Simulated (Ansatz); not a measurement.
# C5H11FGeO: a ladder of functionals and wavefunction methods

The task here is to estimate one member of a computed series from the others.

The runs use Ansatz 0.2.0, Gaussian basis; functionals in def2-TZVPP, the program's frozen cores in correlated methods.

Plan: LDA (SPW92), PBE-D4, revPBE-D4, BLYP-D4, r2SCAN-D4, B97M-V, PBE0-D4, B3LYP-D4, r2SCANh-D4, r2SCAN0-D4, HSE06-D4, BHLYP-D4, CAM-B3LYP-D4, LC-ωPBE, ωB97X-V, ωB97M-V, B2PLYP, PBE-QIDH; CCSD(T)/def2-SVP; CCSD(T)/def2-TZVPP; MP2/def2-QZVPP; extrapolation to the limit; RPA on PBE.

**The relaxed structure**

An earlier PBE0-D4 in a triple-zeta def2 set relaxation fixed the geometry.

SMILES `C=C[CH2][Ge]([CH3])([F])[O]C`, 19 atoms, charge 0, spin multiplicity 1.

Atoms are counted from 1 here; the program's logs count them from 0.

Bond lengths: C1–C2 1.327 Å, C1–H9 1.083 Å, C1–H10 1.085 Å, C2–C3 1.488 Å, C2–H11 1.088 Å, C3–Ge4 1.958 Å, C3–H12 1.092 Å, C3–H13 1.094 Å, Ge4–C5 1.926 Å, Ge4–F6 1.749 Å, Ge4–O7 1.769 Å, C5–H14 1.090 Å, C5–H15 1.091 Å, C5–H16 1.090 Å, O7–C8 1.409 Å, C8–H17 1.092 Å, C8–H18 1.096 Å, C8–H19 1.098 Å. Angles: C2–C1–H9 121.3°, C2–C1–H10 121.5°, H9–C1–H10 117.2°, C1–C2–C3 125.3°, C1–C2–H11 118.7°, C3–C2–H11 116.1°, C2–C3–Ge4 111.2°, C2–C3–H12 111.5°, C2–C3–H13 111.7°, Ge4–C3–H12 106.5°, Ge4–C3–H13 107.4°, H12–C3–H13 108.3°, C3–Ge4–C5 118.9°, C3–Ge4–F6 104.5°, C3–Ge4–O7 111.7°, C5–Ge4–F6 108.2°, C5–Ge4–O7 107.1°, F6–Ge4–O7 105.7° and more.

The first run:

The input, in.yaml:

```yaml
crystal:
  periodic: [false, false, false]
  atoms:
    - {symbol: C, position_ang: [1.517788, 2.688256, 0.191594]}
    - {symbol: C, position_ang: [1.662713, 1.369480, 0.161005]}
    - {symbol: C, position_ang: [0.760121, 0.390638, 0.825308]}
    - {symbol: Ge, position_ang: [-0.497208, -0.396346, -0.453211]}
    - {symbol: C, position_ang: [0.119663, -0.812049, -2.229404]}
    - {symbol: F, position_ang: [-1.784250, 0.781529, -0.582960]}
    - {symbol: O, position_ang: [-1.252152, -1.860905, 0.189649]}
    - {symbol: C, position_ang: [-1.899323, -1.834032, 1.441206]}
    - {symbol: H, position_ang: [2.200634, 3.341818, -0.337484]}
    - {symbol: H, position_ang: [0.710651, 3.158004, 0.744583]}
    - {symbol: H, position_ang: [2.485164, 0.947965, -0.414083]}
    - {symbol: H, position_ang: [0.155963, 0.866319, 1.601337]}
    - {symbol: H, position_ang: [1.319956, -0.431165, 1.280483]}
    - {symbol: H, position_ang: [0.516038, 0.084858, -2.705433]}
    - {symbol: H, position_ang: [0.899620, -1.573309, -2.188698]}
    - {symbol: H, position_ang: [-0.716693, -1.191791, -2.816059]}
    - {symbol: H, position_ang: [-2.302836, -2.830716, 1.633314]}
    - {symbol: H, position_ang: [-2.728146, -1.117694, 1.456773]}
    - {symbol: H, position_ang: [-1.209701, -1.585359, 2.258380]}
basis:
  gaussian: {orbitals: def2-TZVPP}
hamiltonian: {xc: lda}
output: {orbitals: {seedname: orbitals}}
```

Steps of the session up to this table: LDA; PBE-D4 (GGA); revPBE-D4 (GGA); BLYP-D4 (GGA); r2SCAN-D4 (meta-GGA); B97M-V (meta-GGA); PBE0-D4 (hybrid); B3LYP-D4 (hybrid); r2SCANh-D4 (hybrid); r2SCAN0-D4 (hybrid); HSE06-D4 (hybrid); BHLYP-D4 (hybrid); CAM-B3LYP-D4 (range-separated); LC-ωPBE (range-separated); ωB97X-V (range-separated); ωB97M-V (range-separated); B2PLYP (double hybrid); PBE-QIDH (double hybrid).

One table of the session follows, with a row left open; its other results are not shown here.

It belongs to the step «Frontier levels by functional». 

```
  functional  HOMO (eV)  gap (eV)
 LDA (SPW92)      -6.16      4.89
      PBE-D4      -5.98      4.97
   revPBE-D4      -5.92      5.01
     BLYP-D4      -5.85      4.96
   r2SCAN-D4      -6.21      5.43
      B97M-V      -6.25      5.53
     PBE0-D4      -7.16      7.15
    B3LYP-D4          ?         ?
  r2SCANh-D4      -6.65      6.23
  r2SCAN0-D4      -7.30      7.43
    HSE06-D4      -6.76      6.37
    BHLYP-D4      -8.16      9.25
CAM-B3LYP-D4      -8.48      9.58
     LC-ωPBE      -9.81     12.10
     ωB97X-V      -9.44     11.65
     ωB97M-V      -9.35     11.40
```

Estimate the missing values for B3LYP-D4.

Worked estimate for «HOMO (eV)». Against the share of exact exchange, BLYP-D4 (0, -5.85), BHLYP-D4 (0.5, -8.16) give a slope of -4.62 per unit share; at 0.2 the line stands at -6.77.

The run gave: HOMO (eV): -6.95; gap (eV): 6.70. In «HOMO (eV)» the line misses by +0.18.
